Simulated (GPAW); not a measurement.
# PtSe (Fm-3m) in GPAW: convergence with k mesh

Aim: find how far k mesh must go before the results for PtSe settle, at r2SCAN. This setting moves, with any that are tied to it; all else stays.

Everything below comes from runs of GPAW 26.7.0. Logs are shortened: lines on timing, memory, paths and dates and some standing lists are left out, and cuts for length are marked. The log counts tension as positive stress, the text compression.

**1. Starting point**

It takes space group Fm-3m (No. 225, cubic). Conventional cell: a = 5.597 Å, b = 5.597 Å, c = 5.597 Å, α = 90.00°, β = 90.00°, γ = 90.00°. Pt (site symmetry m-3m) has 6 Se at 2.80 Å as nearest neighbours. Se (site symmetry m-3m) is surrounded by 6 Pt at 2.80 Å.

The cell comes from a database or a generator and needn't be the stable form of this composition.

**2. With k mesh 2 × 2 × 2**

File run.py:

```python
from ase import Atoms
from ase.dft.bandgap import bandgap
from ase.io import write
from ase.units import GPa
from gpaw import GPAW, PW

atoms = Atoms(['Pt', 'Se'],
              cell=[[0.0, 2.79841113, 2.79841113],
                    [2.79841113, 0.0, 2.79841113],
                    [2.79841113, 2.79841113, 0.0]],
              scaled_positions=[[0.5, 0.5, 0.5],
                                [0.0, 0.0, 0.0]],
              pbc=True)

calc = GPAW(mode=PW(600),
            xc='MGGA_X_R2SCAN+MGGA_C_R2SCAN',
            kpts={'size': (2, 2, 2), 'gamma': True},
            occupations={'name': 'fermi-dirac', 'width': 0.05},
            nbands=22,
            convergence={'density': 1e-05, 'energy': 1e-05},
            maxiter=100,
            txt='gpaw.txt')
atoms.calc = calc
energy = atoms.get_potential_energy()
forces = atoms.get_forces()
stress = atoms.get_stress()
calc.write('gs.gpw')
write('result.traj', atoms)
print(f'Energy: {energy:.6f} eV')
print('Forces (eV/A):')
print(forces.round(4))
print('Stress (GPa):', (stress / GPa).round(3))
print('Fermi level:', round(calc.get_fermi_level(), 4), 'eV')
print(f'Gap: {bandgap(calc)[0]:.4f} eV, direct: {bandgap(calc, direct=True)[0]:.4f} eV')
```

Potentials or basis: GPAW PAW data sets (gpaw-data 1.2.1), pw.

Run with:

```bash
$ OMP_NUM_THREADS=1 python run.py
```

gpaw.txt:

```text
__  _  _
 | _ |_)|_||  |
 |__||  | ||/\| - 26.7.0

Input parameters:
  mode=PW(ecut=600.0),
  convergence={'density': 1e-05, 'energy': 1e-05},
  kpts=MonkhorstPack(size=(2, 2, 2), gamma=True),
  maxiter=100,
  nbands=22,
  occupations=Occupations(name='fermi-dirac', width=0.05),
  xc=XC(name='MGGA_X_R2SCAN+MGGA_C_R2SCAN')

Diagonalizing LCAO Hamiltonian
Converting LCAO to pw mode

                Pt

       Se

Atoms  # Å, Bohr magnetons
|   | symbol |        x |        y |        z |    initial magnetic moments |
|---|--------|----------|----------|----------|-----------------------------|
| 0 |     Pt | 2.798411 | 2.798411 | 2.798411 | ( 0.0000,  0.0000,  0.0000) |
| 1 |     Se | 0.000000 | 0.000000 | 0.000000 | ( 0.0000,  0.0000,  0.0000) |

Unit cell  # Å
| periodic |        x |        y |        z |  lengths |    angles |
|----------|----------|----------|----------|----------|-----------|
|      yes | 0.000000 | 2.798411 | 2.798411 | 3.957551 | 60.000000 |
|      yes | 2.798411 | 0.000000 | 2.798411 | 3.957551 | 60.000000 |
|      yes | 2.798411 | 2.798411 | 0.000000 | 3.957551 | 60.000000 |

Number of symmetries: 48
Symmetry operations  # r_c * U_cc + t_c -> r_c
|    | kind |            matrix            |
|----|------|------------------------------|
|  0 |  σ   |  1, 0, 0,  1, 0,-1,  1,-1, 0 |
|  1 |  C2  |  1, 0, 0,  1,-1, 0,  1, 0,-1 |
|  2 |  E   |  1, 0, 0,  0, 1, 0,  0, 0, 1 |
|  3 |  σ   |  1, 0, 0,  0, 0, 1,  0, 1, 0 |
|  4 |  C4  |  1, 0,-1,  1, 0, 0,  1,-1, 0 |
|  5 |  S6  |  1, 0,-1,  1,-1, 0,  1, 0, 0 |
|  6 |  σ   |  1, 0,-1,  0, 1,-1,  0, 0,-1 |
|  7 |  C3  |  1, 0,-1,  0, 0,-1,  0, 1,-1 |
|  8 |  S6  |  1,-1, 0,  1, 0, 0,  1, 0,-1 |
|  9 |  C4  |  1,-1, 0,  1, 0,-1,  1, 0, 0 |
| 10 |  C3  |  1,-1, 0,  0,-1, 1,  0,-1, 0 |
| 11 |  σ   |  1,-1, 0,  0,-1, 0,  0,-1, 1 |
| 12 |  σ   |  0, 1, 0,  1, 0, 0,  0, 0, 1 |
| 13 |  C4  |  0, 1, 0,  0, 1,-1, -1, 1, 0 |
| 14 |  C3  |  0, 1, 0,  0, 0, 1,  1, 0, 0 |
| 15 |  S6  |  0, 1, 0, -1, 1, 0,  0, 1,-1 |
| 16 |  C2  |  0, 1,-1,  1, 0,-1,  0, 0,-1 |
| 17 |  σ   |  0, 1,-1,  0, 1, 0, -1, 1, 0 |
| 18 |  S4  |  0, 1,-1,  0, 0,-1,  1, 0,-1 |
| 19 |  C4  |  0, 1,-1, -1, 1, 0,  0, 1, 0 |
| 20 |  C3  |  0, 0, 1,  1, 0, 0,  0, 1, 0 |
| 21 |  σ   |  0, 0, 1,  0, 1, 0,  1, 0, 0 |
| 22 |  S6  |  0, 0, 1,  0,-1, 1, -1, 0, 1 |
| 23 |  C4  |  0, 0, 1, -1, 0, 1,  0,-1, 1 |
| 24 |  S4  |  0, 0,-1,  1, 0,-1,  0, 1,-1 |
| 25 |  C3  |  0, 0,-1,  0, 1,-1,  1, 0,-1 |
| 26 |  C2  |  0, 0,-1,  0,-1, 0, -1, 0, 0 |
| 27 |  S6  |  0, 0,-1, -1, 0, 0,  0,-1, 0 |
| 28 |  S4  |  0,-1, 1,  1,-1, 0,  0,-1, 0 |
| 29 |  C4  |  0,-1, 1,  0, 0, 1, -1, 0, 1 |
| 30 |  C2  |  0,-1, 1,  0,-1, 0,  1,-1, 0 |
| 31 |  σ   |  0,-1, 1, -1, 0, 1,  0, 0, 1 |
| 32 |  C3  |  0,-1, 0,  1,-1, 0,  0,-1, 1 |
| 33 |  S6  |  0,-1, 0,  0, 0,-1, -1, 0, 0 |
| 34 |  S4  |  0,-1, 0,  0,-1, 1,  1,-1, 0 |
| 35 |  C2  |  0,-1, 0, -1, 0, 0,  0, 0,-1 |
| 36 |  C2  | -1, 1, 0,  0, 1, 0,  0, 1,-1 |
| 37 |  S6  | -1, 1, 0,  0, 1,-1,  0, 1, 0 |
| 38 |  S4  | -1, 1, 0, -1, 0, 1, -1, 0, 0 |
| 39 |  C3  | -1, 1, 0, -1, 0, 0, -1, 0, 1 |
| 40 |  S6  | -1, 0, 1,  0, 0, 1,  0,-1, 1 |
| 41 |  C2  | -1, 0, 1,  0,-1, 1,  0, 0, 1 |
| 42 |  C3  | -1, 0, 1, -1, 1, 0, -1, 0, 0 |
| 43 |  S4  | -1, 0, 1, -1, 0, 0, -1, 1, 0 |
| 44 |  C2  | -1, 0, 0,  0, 0,-1,  0,-1, 0 |
| 45 |  i   | -1, 0, 0,  0,-1, 0,  0, 0,-1 |
| 46 |  σ   | -1, 0, 0, -1, 1, 0, -1, 0, 1 |
| 47 |  C2  | -1, 0, 0, -1, 0, 1, -1, 1, 0 |

BZ-sampling:
  Number of BZ points: 8
  Number of IBZ points: 3

  Monkhorst-Pack size: [2, 2, 2]
  Monkhorst-Pack shift: [0.25, 0.25, 0.25]

K-points  # in reciprocal-cell coordinates
|   |                                coordinates |     weight |
|---|--------------------------------------------|------------|
| 0 | (  0.00000000,   0.00000000,   0.00000000) | 0.12500000 |
| 1 | (  0.50000000,   0.50000000,   0.00000000) | 0.37500000 |
| 2 | (  0.50000000,   0.50000000,   0.50000000) | 0.50000000 |

Plane wave coefficients: 1476
Cutoff: 600.0 eV

Spin-components: 1 (collinear spins)
Bands:           22
Projectors:      11
Spin-degeneracy: 2
Datatype:        complex128

Parallelization:
  kpt:    1
  domain: 1
  band:   1

Density:
  Valence electrons: 22.0
  Components: 1
  Grid points: [24 24 24]
  Charge: 0.0  # |e|

Potential:
  Grid points: [24 24 24]

species:
  Pt:
    name:    Platinum
    Z:       78.0
    valence: 16
    core:    62
    charge:  0.0  # [|e|]
    compensation charges:
      type: gauss
      rc: 0.41  # [Å]
      lmax: 2
    cutoffs:
      filter: 2.26  # [Å]
      core: 2.26  # [Å]
    projectors
    | kind |    occ | energy [eV] | rcut [Å] |
    |------|--------|-------------|----------|
    |   6s |  1.000 |      -5.628 |    1.307 |
    |   5p |  6.000 |     -56.051 |    1.371 |
    |   6p |  0.000 |      -0.845 |    1.371 |
    |   5d |  9.000 |      -6.153 |    1.307 |
    |    s |        |      21.583 |    1.307 |
    |    d |        |      21.058 |    1.307 |

    Using partial waves for Pt as LCAO basis

  Se:
    name:    Selenium
    Z:       34.0
    valence: 6
    core:    28
    charge:  0.0  # [|e|]
    compensation charges:
      type: gauss
      rc: 0.27  # [Å]
      lmax: 2
    cutoffs:
      filter: 1.77  # [Å]
      core: 2.67  # [Å]
    projectors
    | kind |    occ | energy [eV] | rcut [Å] |
    |------|--------|-------------|----------|
    |   4s |  2.000 |     -17.277 |    0.847 |
    |   4p |  4.000 |      -6.512 |    1.005 |
    |    s |        |       9.935 |    0.847 |
    |    p |        |      20.699 |    1.005 |
    |    d |        |       0.000 |    0.847 |

    Using partial waves for Se as LCAO basis

Reference energy: -566478.894898  # eV

eigensolver:
  PPCG
  Converge bands: occupied
  niter=2

density mixing:
  MSR1-Mixer
  Pratt-step length: 0.05
  Maximum mixing coefficient: 0.75
  Old densities: 10
  SVD Regularization: 0.005
  Good broyden scale: 1.0
  Trust region scale: 1.0
  Backstep threshold: 4.0
  History deletion threshold: 6.0
  Fourier metric: weight=20.0, sigma=0.015

occupation numbers:
  Fermi-Dirac:
    width: 0.0500  # eV

poisson solver:
  ecut: 4800.0  # eV

xc functional:
  name: MGGA_X_R2SCAN+MGGA_C_R2SCAN with 2 nearest neighbor stencil

convergence criteria:
- Maximum integral of absolute [dens]ity change: 1e-05 electrons / valence electron
- Maximum [total energy] change in last 3 cyles: 1e-05 eV / valence electron
- Maximum integral of absolute [eigenst]ate change: 4e-08 eV^2 / valence electron
maximum number of iterations: 100

SCF iterations
|iter     | |      energy | eigst |  dens |
|---------|-|-------------|-------|-------|
|iter:   1| |  -39.083025 | +0.08 |       |
|iter:   2| |  -34.414219 | -1.42 | -1.44 |
|iter:   3| |  -34.409815 | -2.99 | -1.55 |
|iter:   4| |  -34.423233 | -2.98 | -1.65 |
|iter:   5| |  -34.441023 | -3.06 | -1.85 |
|iter:   6| |  -34.448574 | -3.15 | -2.06 |
|iter:   7| |  -34.448202 | -5.11 | -2.45 |
|iter:   8| |  -34.447666 | -5.20 | -2.52 |
|iter:   9| |  -34.447460 | -5.71 | -2.69 |
|iter:  10| |  -34.447365 | -5.40 | -2.90 |
|iter:  11| |  -34.447360c| -6.37 | -3.49 |
|iter:  12| |  -34.447360c| -8.02c| -4.62 |
|iter:  13| |  -34.447360c| -8.24c| -5.34c|

Converged in 13 steps
Energy contributions relative to reference atoms: (reference = -566478.894898)

Energy contributions:
  Kinetic:         -13.572101
  Coulomb:          11.392799
  Zero:             -0.733097
  External:          0.000000
  Xc:              -31.534960
  Entropy:          -0.000002
  Spinorbit:         0.000000
  ----------------------------
  Free energy:     -34.447361
  Extrapolated:    -34.447360

dipole moment: (-20.548708, -20.548708, -20.548708)  # |e|*Ang

Fermi level: 6.086
Eigenvalues  # (at kpt = [0.000, 0.000, 0.000])
| band index |      eig [eV] | occ [0-2] |
|------------|---------------|-----------|
|          0 |       -46.752 |     2.000 |
|        ... |               |           |
|          4 |         4.025 |     2.000 |
|          5 |         4.025 |     2.000 |
|          6 |         4.025 |     2.000 |
|          7 |         4.071 |     2.000 |
|          8 |         4.071 |     2.000 |
|          9 |         5.232 |     2.000 |
[... 8 lines left out ...]
|         18 |        19.293 |     0.000 |
|         19 |        19.293 |     0.000 |
|        ... |               |           |
|         21 |        21.698 |     0.000 |

No gap
No difference between direct/indirect transitions

Forces  # eV/Ang
|       x |        y |        z |
|---------|----------|----------|
| 0.00000 |  0.00000 |  0.00000 |  # Pt   0
| 0.00000 | -0.00000 | -0.00000 |  # Se   1

Stress tensor  # eV/Ang^3
|         x |         y |         z |
|-----------|-----------|-----------|
|  0.121903 |  0.000000 | -0.000000 |
|  0.000000 |  0.121903 | -0.000000 |
| -0.000000 | -0.000000 |  0.121903 |

# Writing to gs.gpw (mode='')
```

Wall time 14 s (1 thread of Arm Neoverse V1, shared host); peak memory 0.29 GiB.

What came out:

```
Free energy            : -34.4474 eV
Pressure               : -19.5 GPa
Band gap on the k mesh : none (metal or under the smearing width)
```

**3. With k mesh 3 × 3 × 3**

Changes to run.py since step 2:

```diff
@@ -16,3 +16,3 @@
             xc='MGGA_X_R2SCAN+MGGA_C_R2SCAN',
-            kpts={'size': (2, 2, 2), 'gamma': True},
+            kpts={'size': (3, 3, 3), 'gamma': True},
             occupations={'name': 'fermi-dirac', 'width': 0.05},
```

Potentials or basis: GPAW PAW data sets (gpaw-data 1.2.1), pw.

Run with:

```bash
$ OMP_NUM_THREADS=1 python run.py
```

Run time: 16 s. Hardware: 1 thread of Arm Neoverse V1, shared host; peak memory 0.29 GiB.

What came out:

```
Free energy            : -34.5004 eV
Pressure               : -16.4 GPa
Band gap on the k mesh : none (metal or under the smearing width)
```

**4. With k mesh 4 × 4 × 4**

Changes to run.py since step 3:

```diff
@@ -16,3 +16,3 @@
             xc='MGGA_X_R2SCAN+MGGA_C_R2SCAN',
-            kpts={'size': (3, 3, 3), 'gamma': True},
+            kpts={'size': (4, 4, 4), 'gamma': True},
             occupations={'name': 'fermi-dirac', 'width': 0.05},
```

Run with:

```bash
$ OMP_NUM_THREADS=1 python run.py
```

Wall time 26 s (1 thread of Arm Neoverse V1, shared host); peak memory 0.29 GiB.

Results:

- Free energy: -34.0961 eV
- Pressure: -15.3 GPa
- Band gap on the k mesh: none (metal or under the smearing width)

**5. With k mesh 5 × 5 × 5**

Changes to run.py since step 4:

```diff
@@ -16,3 +16,3 @@
             xc='MGGA_X_R2SCAN+MGGA_C_R2SCAN',
-            kpts={'size': (4, 4, 4), 'gamma': True},
+            kpts={'size': (5, 5, 5), 'gamma': True},
             occupations={'name': 'fermi-dirac', 'width': 0.05},
```

Run with:

```bash
$ OMP_NUM_THREADS=1 python run.py
```

Run time: 33 s. Hardware: 1 thread of Arm Neoverse V1, shared host; peak memory 0.29 GiB.

The run converged. Its results:

```
Free energy            : -34.1512 eV
Pressure               : -16.2 GPa
Band gap on the k mesh : none (metal or under the smearing width)
```

**6. With k mesh 6 × 6 × 6**

Changes to run.py since step 5:

```diff
@@ -16,3 +16,3 @@
             xc='MGGA_X_R2SCAN+MGGA_C_R2SCAN',
-            kpts={'size': (5, 5, 5), 'gamma': True},
+            kpts={'size': (6, 6, 6), 'gamma': True},
             occupations={'name': 'fermi-dirac', 'width': 0.05},
```

Potentials or basis: GPAW PAW data sets (gpaw-data 1.2.1), pw.

Run with:

```bash
$ OMP_NUM_THREADS=1 python run.py
```

Run time: 50 s. Hardware: 1 thread of Arm Neoverse V1, shared host; peak memory 0.3 GiB.

Results (log left out):

- Free energy: -34.2370 eV
- Pressure: -16.3 GPa
- Band gap on the k mesh: none (metal or under the smearing width)

**7. With k mesh 8 × 8 × 8**

Changes to run.py since step 6:

```diff
@@ -16,3 +16,3 @@
             xc='MGGA_X_R2SCAN+MGGA_C_R2SCAN',
-            kpts={'size': (6, 6, 6), 'gamma': True},
+            kpts={'size': (8, 8, 8), 'gamma': True},
             occupations={'name': 'fermi-dirac', 'width': 0.05},
```

Run with:

```bash
$ OMP_NUM_THREADS=1 python run.py
```

Wall time 87 s (1 thread of Arm Neoverse V1, shared host); peak memory 0.31 GiB.

Results (log left out):

| Quantity | Value |
| --- | --- |
| Free energy | -34.2689 eV |
| Pressure | -16.7 GPa |
| Band gap on the k mesh | none (metal or under the smearing width) |

**8. With k mesh 9 × 9 × 9**

Changes to run.py since step 7:

```diff
@@ -16,3 +16,3 @@
             xc='MGGA_X_R2SCAN+MGGA_C_R2SCAN',
-            kpts={'size': (8, 8, 8), 'gamma': True},
+            kpts={'size': (9, 9, 9), 'gamma': True},
             occupations={'name': 'fermi-dirac', 'width': 0.05},
```

Run with:

```bash
$ OMP_NUM_THREADS=1 python run.py
```

Wall time 1.7 min (1 thread of Arm Neoverse V1, shared host); peak memory 0.31 GiB.

The run converged. Its results:

* Free energy: -34.2603 eV
* Pressure: -16.5 GPa
* Band gap on the k mesh: none (metal or under the smearing width)

**9. With k mesh 11 × 11 × 11**

Changes to run.py since step 8:

```diff
@@ -16,3 +16,3 @@
             xc='MGGA_X_R2SCAN+MGGA_C_R2SCAN',
-            kpts={'size': (9, 9, 9), 'gamma': True},
+            kpts={'size': (11, 11, 11), 'gamma': True},
             occupations={'name': 'fermi-dirac', 'width': 0.05},
```

Potentials or basis: GPAW PAW data sets (gpaw-data 1.2.1), pw.

Run with:

```bash
$ OMP_NUM_THREADS=1 python run.py
```

Wall time 2.7 min (1 thread of Arm Neoverse V1, shared host); peak memory 0.33 GiB.

It converged, with:

```yaml
Free_energy: -34.2521 eV
Pressure: -16.5 GPa
Band_gap_on_the_k_mesh: none (metal or under the smearing width)
```

**10. Result**

| k mesh | energy less the tightest run, at zero smearing (meV/atom) | pressure (GPa) | SCF cycles | CPU time (s) | peak memory (GiB) |
| --- | --- | --- | --- | --- | --- |
| 2 × 2 × 2 | -101.37 | -19.53 | 13 | 14 | 0.29 |
| 3 × 3 × 3 | -124.64 | -16.43 | 13 | 16 | 0.29 |
| 4 × 4 × 4 | 87.44 | -15.28 | 12 | 26 | 0.29 |
| 5 × 5 × 5 | 53.99 | -16.20 | 13 | 33 | 0.29 |
| 6 × 6 × 6 | 8.85 | -16.25 | 13 | 50 | 0.3 |
| 8 × 8 × 8 | -9.94 | -16.73 | 13 | 87 | 0.31 |
| 9 × 9 × 9 | -4.57 | -16.51 | 13 | 100 | 0.31 |
| 11 × 11 × 11 | 0.00 | -16.53 | 13 | 160 | 0.33 |

Against the tightest run, the pressure stays within 0.1 GPa from 9 × 9 × 9 on. Not settled before the last step: the energy (to 1 meV/atom). Meshes of other sizes hit other points, so gaps and Fermi surfaces needn't settle smoothly. The tightest run that finished is the yardstick and may itself not be fully converged.

Caveats: so large a pressure means that the cell lies far from this level's equilibrium, or that cutoff or potentials fall short; the potentials were made for another functional, which shifts forces and pressure.
